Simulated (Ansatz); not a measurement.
**Al15P15 wurtzite bond sphere (Al₁₅P₁₅H₃₄): geometry, orbitals and charge**

What does Al15P15 wurtzite bond sphere (Al₁₅P₁₅H₃₄) look like as a singlet, and where do its frontier electrons sit?

Program: Ansatz 0.2.0, Gaussian basis. Level of theory: RKS PBE0-D4/def2-SVP. These are calculated values, not measurements.

Plan: relaxation at PBE-D4/def2-SVP; a single point at PBE0-D4/def2-SVP.

1 further run of the same task is left out (set aside as unsound or not needed). Runs told in other sessions of the task aren't counted.

### Step 1. The system as given

64 atoms, charge 0, spin multiplicity 1.

Atoms are counted from 1 here; the program's logs count them from 0.

Bond lengths: Al1–P2 2.450 Å, Al1–P3 2.331 Å, Al1–P16 2.427 Å, Al1–H31 1.531 Å, P2–Al7 2.415 Å, P2–H32 1.392 Å, P2–H33 1.390 Å, P3–Al4 2.439 Å, P3–Al17 2.462 Å, P3–H34 1.394 Å, Al4–P6 2.355 Å, Al4–P9 2.399 Å, Al4–H35 1.564 Å, Al5–P6 2.431 Å, Al5–P18 2.415 Å, Al5–H36 1.573 Å, Al5–H37 1.546 Å, P6–Al11 2.410 Å and more. Angles: P2–Al1–P3 99.3°, P2–Al1–P16 95.5°, P2–Al1–H31 112.5°, P3–Al1–P16 100.4°, P3–Al1–H31 128.3°, P16–Al1–H31 115.1°, Al1–P2–Al7 118.9°, Al1–P2–H32 99.1°, Al1–P2–H33 121.4°, Al7–P2–H32 95.8°, Al7–P2–H33 115.7°, H32–P2–H33 94.9°, Al1–P3–Al4 117.0°, Al1–P3–Al17 122.1°, Al1–P3–H34 102.7°, Al4–P3–Al17 110.3°, Al4–P3–H34 98.4°, Al17–P3–H34 101.5° and more.

The start is a GFN2-xTB geometry.

### Step 2. Relaxation at PBE-D4/def2-SVP

File in.yaml:

```yaml
crystal:
  periodic: [false, false, false]
  atoms:
    - {symbol: Al, position_ang: [1.036480, -4.232180, -2.748440]}
    - {symbol: P, position_ang: [-0.787620, -2.770960, -3.482770]}
    - {symbol: P, position_ang: [1.050700, -3.707090, -0.477770]}
    - {symbol: Al, position_ang: [-0.991000, -2.746210, 0.448390]}
    - {symbol: Al, position_ang: [0.865700, -4.358620, 3.531750]}
    - {symbol: P, position_ang: [-0.872040, -2.824240, 2.799410]}
    - {symbol: Al, position_ang: [-0.861550, -0.498440, -2.670270]}
    - {symbol: P, position_ang: [-2.796250, 0.698240, -3.480680]}
    - {symbol: P, position_ang: [-0.849910, -0.491680, -0.358720]}
    - {symbol: Al, position_ang: [-2.874150, 0.510670, 0.449700]}
    - {symbol: Al, position_ang: [-1.059630, -0.613660, 3.740290]}
    - {symbol: P, position_ang: [-2.883390, 0.651470, 2.800500]}
    - {symbol: Al, position_ang: [-3.154240, 3.006440, -2.745900]}
    - {symbol: P, position_ang: [-2.687280, 2.759890, -0.475760]}
    - {symbol: Al, position_ang: [-3.349450, 2.922310, 3.531720]}
    - {symbol: P, position_ang: [2.820660, -2.790420, -3.541650]}
    - {symbol: Al, position_ang: [3.026410, -2.742210, 0.630370]}
    - {symbol: P, position_ang: [2.638470, -2.828440, 2.940910]}
    - {symbol: Al, position_ang: [3.062810, -0.467650, -2.855430]}
    - {symbol: P, position_ang: [1.062100, 0.613390, -3.607760]}
    - {symbol: P, position_ang: [2.797110, -0.618490, -0.518680]}
    - {symbol: Al, position_ang: [1.135030, 0.657200, 0.719830]}
    - {symbol: Al, position_ang: [3.045610, -0.506390, 3.473920]}
    - {symbol: P, position_ang: [0.938000, 0.543930, 3.042470]}
    - {symbol: Al, position_ang: [1.121170, 2.888360, -2.856860]}
    - {symbol: P, position_ang: [-1.014280, 3.834030, -3.540890]}
    - {symbol: P, position_ang: [0.861480, 2.733490, -0.519480]}
    - {symbol: Al, position_ang: [-0.863630, 3.991670, 0.630090]}
    - {symbol: Al, position_ang: [1.076320, 2.893860, 3.475250]}
    - {symbol: P, position_ang: [-1.138750, 3.698510, 2.940160]}
    - {symbol: H, position_ang: [0.979090, -5.615560, -3.401560]}
    - {symbol: H, position_ang: [-1.799280, -3.250000, -2.655510]}
    - {symbol: H, position_ang: [-1.477110, -3.012040, -4.665210]}
    - {symbol: H, position_ang: [0.977170, -4.961080, 0.126200]}
    - {symbol: H, position_ang: [-2.194340, -3.488220, -0.221240]}
    - {symbol: H, position_ang: [0.880790, -5.573280, 2.531950]}
    - {symbol: H, position_ang: [0.789430, -4.619890, 5.053420]}
    - {symbol: H, position_ang: [-2.123480, -3.402020, 3.030210]}
    - {symbol: H, position_ang: [-3.716260, 0.058360, -2.655210]}
    - {symbol: H, position_ang: [-3.347820, 0.221540, -4.663870]}
    - {symbol: H, position_ang: [-4.117990, -0.160720, -0.221240]}
    - {symbol: H, position_ang: [-1.242400, -0.719650, 5.272730]}
    - {symbol: H, position_ang: [-4.007580, -0.146630, 3.030530]}
    - {symbol: H, position_ang: [-4.382810, 3.645880, -3.398380]}
    - {symbol: H, position_ang: [-3.808580, 3.323090, 0.131400]}
    - {symbol: H, position_ang: [-4.396070, 3.540260, 2.532870]}
    - {symbol: H, position_ang: [-3.611300, 2.987180, 5.054040]}
    - {symbol: H, position_ang: [3.419930, -3.106460, -4.751320]}
    - {symbol: H, position_ang: [3.857460, -3.289080, -2.760010]}
    - {symbol: H, position_ang: [4.281780, -3.450500, 0.042060]}
    - {symbol: H, position_ang: [3.869470, -3.406300, 3.261750]}
    - {symbol: H, position_ang: [4.379530, 0.119840, -3.389620]}
    - {symbol: H, position_ang: [0.921350, 0.531270, -4.996340]}
    - {symbol: H, position_ang: [3.992980, 0.031190, -0.209720]}
    - {symbol: H, position_ang: [3.557180, -0.365100, 4.928410]}
    - {symbol: H, position_ang: [4.025770, -0.030560, 2.301570]}
    - {symbol: H, position_ang: [2.285060, 3.737590, -3.394320]}
    - {symbol: H, position_ang: [-0.990700, 4.508450, -4.752090]}
    - {symbol: H, position_ang: [-0.928980, 4.983470, -2.762560]}
    - {symbol: H, position_ang: [2.022390, 3.443460, -0.210630]}
    - {symbol: H, position_ang: [-0.851950, 5.432990, 0.041530]}
    - {symbol: H, position_ang: [1.452040, 3.266200, 4.930060]}
    - {symbol: H, position_ang: [1.977460, 3.506780, 2.303810]}
    - {symbol: H, position_ang: [-1.027170, 5.052730, 3.262590]}
basis:
  gaussian: {orbitals: def2-SVP, fitting: {mean_field: def2-universal-jkfit}}
hamiltonian: {xc: pbe, dispersion: d4}
scf: {lower_state_search: "off"}
output: {orbitals: {seedname: orbitals}}
relax: {f_tol: 0.03, max_steps: 70}
```

Run with:

```
ansatz run in.yaml --threads 4 --pin off --events-out ev --progress --plain --max-ram 66560MiB --backend cuda --devices 0, --max-vram 37GiB
```

Output, shortened:

```text
Functional definition: PBE
  name "PBE"
  cite "Perdew, Burke & Ernzerhof, Phys. Rev. Lett. 77, 3865 (1996) doi:10.1103/PhysRevLett.77.3865"
  parent pbe
[...]
4452 factors; integrals over basis functions are off by at most 3.4e-1 eV
[...]
mean field -238666.33998313 eV, -8770.8262205243 hartree, gradient 6.9e-6 eV, S^2 0.000000; 0 other end points of the search recorded, 0 dependent functions left out
[...]
reference -238666.34011013 eV, -8770.8262251917 hartree; 227, 227 occupied and 483, 483 virtual orbitals, 4452 factors
relax step   1: F+E_penalty+E_count = -238671.86905193 eV  Δ(F+E_penalty+E_count) = +0.000e0 eV  max|allowed force component| = 1.029e0 eV/Å  Δτ_max = 0.0000 Å  (19 SCF iters, accepted)
[...]
relax step   7: F+E_penalty+E_count = -238673.51516318 eV  Δ(F+E_penalty+E_count) = -3.514e-3 eV  max|allowed force component| = 1.646e-2 eV/Å  Δτ_max = 0.0378 Å  (21 SCF iters, accepted)
[...]
relax step   8: F+E_penalty+E_count = -238673.51641951 eV  Δ(F+E_penalty+E_count) = -1.256e-3 eV  max|allowed force component| = 2.509e-2 eV/Å  Δτ_max = 0.0515 Å  (21 SCF iters, accepted)
Total energy: -238673.51654527 eV, -8771.0899543185 hartree
Atom 0 at     0.977767    -4.167311    -2.712747 Å, force     0.010344    -0.009509    -0.000765 eV/Å
Atom 1 at    -0.868461    -2.771734    -3.485998 Å, force    -0.025089    -0.006449     0.001743 eV/Å
[...]
Atom 49 at     4.270035    -3.608312    -0.228702 Å, force    -0.000521     0.002383     0.001059 eV/Å
Atom 50 at     3.962790    -3.453198     3.224263 Å, force    -0.000769    -0.000650    -0.002130 eV/Å
Atom 51 at     4.347923     0.218241    -3.388729 Å, force    -0.002084     0.000556     0.003400 eV/Å
Atom 52 at     0.971460     0.562096    -4.915240 Å, force     0.000837     0.000548    -0.000406 eV/Å
Atom 53 at     3.987595     0.049339     0.120817 Å, force    -0.004329    -0.000363    -0.004406 eV/Å
Atom 54 at     3.193010    -0.454250     5.171566 Å, force    -0.001587     0.002887    -0.016212 eV/Å
Atom 55 at     4.241622     0.172482     2.643173 Å, force    -0.004694     0.002117    -0.000994 eV/Å
Atom 56 at     2.356277     3.660756    -3.388619 Å, force    -0.000506    -0.002069     0.003338 eV/Å
Atom 57 at    -1.000241     3.915272    -4.914094 Å, force    -0.000770    -0.004339     0.004276 eV/Å
Atom 58 at    -1.002278     5.184756    -3.147937 Å, force     0.002800    -0.012031    -0.004799 eV/Å
Atom 59 at     2.030213     3.432511     0.120876 Å, force    -0.002538    -0.003682    -0.004417 eV/Å
Atom 60 at    -0.999836     5.500354    -0.228773 Å, force     0.001722    -0.001687     0.001174 eV/Å
Atom 61 at     1.197621     2.994366     5.171620 Å, force     0.001688    -0.002755    -0.016147 eV/Å
Atom 62 at     2.263751     3.591147     2.643317 Å, force    -0.000419    -0.005037    -0.001083 eV/Å
Atom 63 at    -1.018454     5.156671     3.224290 Å, force    -0.000960    -0.000419    -0.002045 eV/Å
Dipole moment:    -0.601984    -0.348159    -4.442288 e Å
Checks for a lower state left out: stability, starts, cluster_reference, orbital_swaps, neighbouring_geometries, increment
```

Wall time 58 s (1 × H100 (card shared with other runs) with 4 threads of AMD EPYC 7R13, shared host); peak host memory 1.3 GiB.

Along the way:

| step | energy from step 1 (eV) | largest force component (eV/Å) |
| --- | --- | --- |
| 1 | 0.0000 | 1.0287 |
| 2 | -1.2870 | 0.3213 |
| 3 | -1.4979 | 0.1758 |
| 4 | -1.5843 | 0.3310 |
| 5 | -1.6054 | 0.2629 |
| 6 | -1.6426 | 0.0357 |
| 7 | -1.6461 | 0.0165 |
| 8 | -1.6474 | 0.0251 |

The force was under the threshold of 0.03 eV/Å already at step 7, but the program went on to step 8.

Close pairs (by a distance rule), those that changed most:

```
    bond  before (Å)  after (Å)  change (Å)
 P9–Al22       2.534      2.377      -0.157
 Al1–H31       1.531      1.593      +0.063
Al13–H44       1.531      1.593      +0.062
Al19–H52       1.538      1.595      +0.057
 Al5–H37       1.546      1.603      +0.057
Al25–H57       1.538      1.595      +0.057
Al15–H47       1.546      1.603      +0.057
Al29–H62       1.548      1.603      +0.055
```

Bonds by kind at the end (by distance):

| bond | count | shortest (Å) | longest (Å) |
| --- | --- | --- | --- |
| Al–P | 43 | 2.306 | 2.444 |
| H–P | 17 | 1.430 | 1.436 |
| Al–H | 17 | 1.593 | 1.616 |

### Step 3. Single point, PBE0-D4/def2-SVP

start.molden holds the orbitals of an earlier run on this state, given as this run's starting guess.

File in.yaml:

```yaml
crystal:
  periodic: [false, false, false]
  atoms:
    - {symbol: Al, position_ang: [0.977767, -4.167311, -2.712747]}
    - {symbol: P, position_ang: [-0.868461, -2.771734, -3.485998]}
    - {symbol: P, position_ang: [0.951774, -3.804892, -0.384396]}
    - {symbol: Al, position_ang: [-1.097736, -2.814326, 0.434959]}
    - {symbol: Al, position_ang: [0.950991, -4.176282, 3.548509]}
    - {symbol: P, position_ang: [-0.877598, -2.747775, 2.790589]}
    - {symbol: Al, position_ang: [-0.908360, -0.525494, -2.631321]}
    - {symbol: P, position_ang: [-2.835884, 0.628569, -3.485907]}
    - {symbol: P, position_ang: [-0.933512, -0.540031, -0.325551]}
    - {symbol: Al, position_ang: [-2.986998, 0.451128, 0.435050]}
    - {symbol: Al, position_ang: [-0.929812, -0.537991, 3.755614]}
    - {symbol: P, position_ang: [-2.819525, 0.608731, 2.790653]}
    - {symbol: Al, position_ang: [-3.125473, 2.924735, -2.712666]}
    - {symbol: P, position_ang: [-2.824259, 2.721664, -0.384287]}
    - {symbol: Al, position_ang: [-3.146460, 2.905994, 3.548600]}
    - {symbol: P, position_ang: [2.793322, -2.755641, -3.487126]}
    - {symbol: Al, position_ang: [3.021684, -2.876156, 0.467867]}
    - {symbol: P, position_ang: [2.778197, -2.755550, 2.811033]}
    - {symbol: Al, position_ang: [3.056475, -0.452554, -2.736773]}
    - {symbol: P, position_ang: [1.003170, 0.580482, -3.481803]}
    - {symbol: P, position_ang: [2.822736, -0.614091, -0.385857]}
    - {symbol: Al, position_ang: [0.969050, 0.560710, 0.579454]}
    - {symbol: Al, position_ang: [3.075894, -0.452067, 3.572356]}
    - {symbol: P, position_ang: [0.981910, 0.568054, 2.892931]}
    - {symbol: Al, position_ang: [1.131059, 2.875455, -2.736720]}
    - {symbol: P, position_ang: [-0.996742, 3.794975, -3.487256]}
    - {symbol: P, position_ang: [0.874499, 2.753271, -0.385807]}
    - {symbol: Al, position_ang: [-0.987410, 4.053227, 0.467885]}
    - {symbol: Al, position_ang: [1.141214, 2.891843, 3.572406]}
    - {symbol: P, position_ang: [-1.004092, 3.781982, 2.811054]}
    - {symbol: H, position_ang: [0.957756, -5.609786, -3.389315]}
    - {symbol: H, position_ang: [-2.099189, -3.400997, -3.121251]}
    - {symbol: H, position_ang: [-1.004065, -2.780370, -4.910678]}
    - {symbol: H, position_ang: [0.939025, -5.142754, 0.131627]}
    - {symbol: H, position_ang: [-2.363756, -3.533166, -0.244446]}
    - {symbol: H, position_ang: [0.937221, -5.506686, 2.631995]}
    - {symbol: H, position_ang: [0.925355, -4.275648, 5.148033]}
    - {symbol: H, position_ang: [-2.079023, -3.396728, 3.229752]}
    - {symbol: H, position_ang: [-3.994751, -0.124838, -3.121045]}
    - {symbol: H, position_ang: [-2.911068, 0.515363, -4.910574]}
    - {symbol: H, position_ang: [-4.241196, -0.288145, -0.244334]}
    - {symbol: H, position_ang: [-1.037546, -0.600354, 5.346331]}
    - {symbol: H, position_ang: [-3.980967, -0.109335, 3.229831]}
    - {symbol: H, position_ang: [-4.385911, 3.626377, -3.389276]}
    - {symbol: H, position_ang: [-3.990487, 3.377417, 0.131670]}
    - {symbol: H, position_ang: [-4.306770, 3.557157, 2.632158]}
    - {symbol: H, position_ang: [-3.245348, 2.933230, 5.148119]}
    - {symbol: H, position_ang: [2.896359, -2.818976, -4.913940]}
    - {symbol: H, position_ang: [3.995390, -3.452948, -3.147227]}
    - {symbol: H, position_ang: [4.270035, -3.608312, -0.228702]}
    - {symbol: H, position_ang: [3.962790, -3.453198, 3.224263]}
    - {symbol: H, position_ang: [4.347923, 0.218241, -3.388729]}
    - {symbol: H, position_ang: [0.971460, 0.562096, -4.915240]}
    - {symbol: H, position_ang: [3.987595, 0.049339, 0.120817]}
    - {symbol: H, position_ang: [3.193010, -0.454250, 5.171566]}
    - {symbol: H, position_ang: [4.241622, 0.172482, 2.643173]}
    - {symbol: H, position_ang: [2.356277, 3.660756, -3.388619]}
    - {symbol: H, position_ang: [-1.000241, 3.915272, -4.914094]}
    - {symbol: H, position_ang: [-1.002278, 5.184756, -3.147937]}
    - {symbol: H, position_ang: [2.030213, 3.432511, 0.120876]}
    - {symbol: H, position_ang: [-0.999836, 5.500354, -0.228773]}
    - {symbol: H, position_ang: [1.197621, 2.994366, 5.171620]}
    - {symbol: H, position_ang: [2.263751, 3.591147, 2.643317]}
    - {symbol: H, position_ang: [-1.018454, 5.156671, 3.224290]}
basis:
  gaussian: {orbitals: def2-SVP, fitting: {mean_field: def2-universal-jkfit}, initial_orbitals: start.molden}
hamiltonian: {xc: pbe0, dispersion: d4}
scf: {omitted_lower_state_checks: [starts]}
output: {forces: true, orbitals: {seedname: orbitals}}
```

Launched as before.

Output, shortened:

```text
Functional definition: PBE0
  name "PBE0"
  cite "Adamo & Barone, J. Chem. Phys. 110, 6158 (1999) doi:10.1063/1.478522"
  cite "Perdew, Burke & Ernzerhof, Phys. Rev. Lett. 77, 3865 (1996) doi:10.1103/PhysRevLett.77.3865"
  parent pbe
[...]
4452 factors; integrals over basis functions are off by at most 3.5e-1 eV
[...]
mean field -238692.52634032 eV, -8771.7885514016 hartree, gradient 2.6e-5 eV, S^2 0.000000; 0 other end points of the search recorded, 0 dependent functions left out
[...]
reference -238692.52643419 eV, -8771.7885548512 hartree; 227, 227 occupied and 483, 483 virtual orbitals, 4452 factors
Total energy: -238697.59521839 eV, -8771.9748292348 hartree
Atom 0 at     0.977767    -4.167311    -2.712747 Å, force     0.016748    -0.024807    -0.005849 eV/Å
Atom 1 at    -0.868461    -2.771734    -3.485998 Å, force    -0.243633    -0.088475    -0.143684 eV/Å
[...]
Atom 55 at     4.241622     0.172482     2.643173 Å, force    -0.090893    -0.049370     0.066820 eV/Å
Atom 56 at     2.356277     3.660756    -3.388619 Å, force    -0.113289    -0.072205     0.065739 eV/Å
Atom 57 at    -1.000241     3.915272    -4.914094 Å, force    -0.000422    -0.046553     0.247393 eV/Å
Atom 58 at    -1.002278     5.184756    -3.147937 Å, force     0.008060    -0.243864    -0.046876 eV/Å
Atom 59 at     2.030213     3.432511     0.120876 Å, force    -0.186985    -0.115783    -0.093178 eV/Å
Atom 60 at    -0.999836     5.500354    -0.228773 Å, force     0.001468    -0.123880     0.056001 eV/Å
Atom 61 at     1.197621     2.994366     5.171620 Å, force     0.001936    -0.002870    -0.149093 eV/Å
Atom 62 at     2.263751     3.591147     2.643317 Å, force    -0.088038    -0.054106     0.066709 eV/Å
Atom 63 at    -1.018454     5.156671     3.224290 Å, force     0.004899    -0.223483    -0.062481 eV/Å
Dipole moment:    -0.636128    -0.367907    -4.692626 e Å
Checks for a lower state left out: starts
```

Wall time 16 s (1 × H100 (card shared with other runs) with 4 threads of AMD EPYC 7R13, shared host); peak host memory 3.6 GiB.

Report: HOMO -6.65 eV, LUMO -2.15 eV.

Mulliken charges, from this run's orbitals:

Al1 0.57; P2 -0.29; P3 -0.59; Al4 0.55; Al5 0.43; P6 -0.55; Al7 0.64; P8 -0.29; P9 -0.81; Al10 0.55; Al11 0.61; P12 -0.55; Al13 0.57; P14 -0.59; Al15 0.43; P16 -0.32; Al17 0.55; P18 -0.55; Al19 0.57; P20 -0.57; P21 -0.57; Al22 0.71; Al23 0.43; P24 -0.78; Al25 0.57; P26 -0.32; P27 -0.57; Al28 0.55; Al29 0.43; P30 -0.55; H31 -0.07; H32 0.11; H33 0.07; H34 0.12; H35 -0.09; H36 -0.16; H37 -0.12; H38 0.07; H39 0.11; H40 0.07; H41 -0.09; H42 -0.08; H43 0.07; H44 -0.07; H45 0.12; H46 -0.16; H47 -0.12; H48 0.07; H49 0.11; H50 -0.10; H51 0.07; H52 -0.07; H53 0.07; H54 0.12; H55 -0.11; H56 -0.15; H57 -0.07; H58 0.07; H59 0.11; H60 0.12; H61 -0.10; H62 -0.11; H63 -0.15; H64 0.07

Largest Mayer bond orders: Al23–H55 0.96; Al29–H62 0.96; Al5–H37 0.95; Al15–H47 0.95; Al22–P24 0.95; Al11–H42 0.95; Al4–H35 0.95; Al10–H41 0.95; Al19–H52 0.95; Al25–H57 0.95.

### Step 4. Summary of results

```
                      quantity                            value
                   point group                               Cs
commonest bond, hydrogen aside  Al–P, 43 of mean length 2.403 Å
HOMO, LUMO at PBE0-D4/def2-SVP                  -6.65, -2.15 eV
     dipole at PBE-D4/def2-SVP                          21.60 D
```

In words: The molecule keeps its bonding pattern by the stored test; the atoms moved 0.28 Å (rms), and the angle Al7–P2–H32 went from 96° to 108°. No usable vibrations, so a minimum isn't proven. Whether this spin is the lowest isn't tested here. The point group is read from a loosely relaxed geometry; soft torsions can leave it below the true symmetry.
